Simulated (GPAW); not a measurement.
# ScF3 in GPAW: the effect of target pressure

Crystal: ScF3.

```
CELL_PARAMETERS angstrom
4.01245 0.00000 0.00000
0.00000 4.01245 0.00000
0.00000 0.00000 4.01245
ATOMIC_POSITIONS crystal
Sc 0.00000 0.00000 0.00000
F 0.00000 0.00000 0.50000
F 0.00000 0.50000 0.00000
F 0.50000 0.00000 0.00000
```

Alike in all runs:

```yaml
Program: GPAW 26.7.0
Task: relaxation of cell and atoms
Functional: PBEsol
Potentials_or_basis: PAW data sets generated in the run's folder for this functional
Cutoff: 800 eV
Basis: pw
k_mesh: 7 × 7 × 7
Occupations: fermi-dirac, width 0.05 eV
Spin: no spin polarisation
```

Each run relaxes the cell or the atoms first.

```tsv
target pressure	target pressure	relaxed volume (Å³/atom)	gap on the mesh (eV)
0 GPa	-	16.06	6.33
2 GPa	2 GPa	15.76	6.43
5 GPa	5 GPa	15.36	6.55
10 GPa	10 GPa	14.80	6.74
20 GPa	20 GPa	?	?
30 GPa	30 GPa	13.23	7.27
```

Task: What does the run with target pressure 20 GPa give?

Result: Relaxed volume 13.91 Å³/atom; gap on the mesh 7.04 eV.

Worked out: In Murnaghan's law V^(-B') rises as a straight line in P. The other rows fit best with B' = 3.9, V0 = 16.06 Å³/atom and B0 = 104 GPa, which gives 13.91 Å³/atom at 20 GPa, against the run's 13.91. A parabola through the other rows of the gap on the mesh, of slope 0.0264 eV per GPa there, gives 7.05 eV, against the run's 7.04.

Caveats: later steps reuse the first step's grids; an odd mesh through Γ misses points on the zone boundary, where band edges often lie; the volume moved by over 15 % at a fixed basis, so the end points are rough (some runs).
